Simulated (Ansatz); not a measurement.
**InH5S (SMILES [SH2+][InH3-]): functionals against CCSD(T) at one geometry**

The task here is to estimate one member of a computed series from the others.

Method: single points in def2-TZVPP; program: Ansatz 0.2.0, Gaussian basis.

Cores are frozen in the correlated methods. Filled d shells of the heavier atoms are correlated. Core potentials replace the inner electrons past krypton, and spin-orbit coupling is left out.

## The system as given

SMILES `[SH2+][InH3-]`, 7 atoms, charge 0, spin multiplicity 1.

Atoms are counted from 1 here; the program's logs count them from 0.

Bond lengths: S1–In2 2.694 Å, S1–H3 1.262 Å, S1–H4 1.514 Å, In2–H5 1.719 Å, In2–H6 1.679 Å, In2–H7 1.726 Å. Angles: In2–S1–H3 92.7°, In2–S1–H4 95.6°, H3–S1–H4 96.0°, S1–In2–H5 107.8°, S1–In2–H6 91.1°, S1–In2–H7 95.9°, H5–In2–H6 116.6°, H5–In2–H7 122.5°, H6–In2–H7 114.2°.

Geometry (Å):

```mol
H5InS
  3D, bonds by distance, orders not assigned

  7  6  0  0  0  0  0  0  0  0999 V2000
   -0.7243   -1.4242   -0.0741 S   0  0
    0.2039    1.0942   -0.3034 In  0  0
   -0.6582   -1.3969    1.1854 H   0  0
    0.6155   -2.0959   -0.2887 H   0  0
   -0.8990    1.9747   -1.2850 H   0  0
    0.0846    1.3249    1.3550 H   0  0
    1.7819    0.6542   -0.8461 H   0  0
  1  2  8  0
  1  3  8  0
  1  4  8  0
  2  5  8  0
  2  6  8  0
  2  7  8  0
M  END
```

Set-up of the first run:

Contents of run/in.yaml:

```yaml
crystal:
  periodic: [false, false, false]
  atoms:
    - {symbol: S, position_ang: [-0.724300, -1.424200, -0.074100]}
    - {symbol: In, position_ang: [0.203900, 1.094200, -0.303400]}
    - {symbol: H, position_ang: [-0.658200, -1.396900, 1.185400]}
    - {symbol: H, position_ang: [0.615500, -2.095900, -0.288700]}
    - {symbol: H, position_ang: [-0.899000, 1.974700, -1.285000]}
    - {symbol: H, position_ang: [0.084600, 1.324900, 1.355000]}
    - {symbol: H, position_ang: [1.781900, 0.654200, -0.846100]}
basis:
  gaussian: {orbitals: def2-TZVPP}
correlation: {method: ccsd_t}
output: {forces: true}
```

The command line of these runs was not kept.

Among the steps run: CCSD(T)/def2-TZVPP; PBE0-D4/def2-TZVPP; wB97M-V/def2-TZVPP; r2SCAN-D4/def2-TZVPP; PBE-D4/def2-TZVPP; B97M-V/def2-TZVPP; LC-wPBE/def2-TZVPP.

One of the session's tables, all rows but one given; the rest of the session is left out.

```
   method  RMS force component (eV/Å)  angle to CCSD(T) forces (°)  dipole (D)
  CCSD(T)                       1.280                    reference        3.59
  PBE0-D4                       1.310                          1.6        3.63
  wB97M-V                       1.296                          0.8        3.59
r2SCAN-D4                       1.293                          1.9        3.66
   PBE-D4                       1.302                          7.0        3.62
   B97M-V                       1.298                          4.8        3.74
  LC-wPBE                           ?                            ?           ?
```

**Question.** Estimate the row for LC-wPBE.

As computed: RMS force component (eV/Å): 1.337; angle to CCSD(T) forces (°): 3.4; dipole (D): 3.62. In the column «RMS force component (eV/Å)» it is the highest.
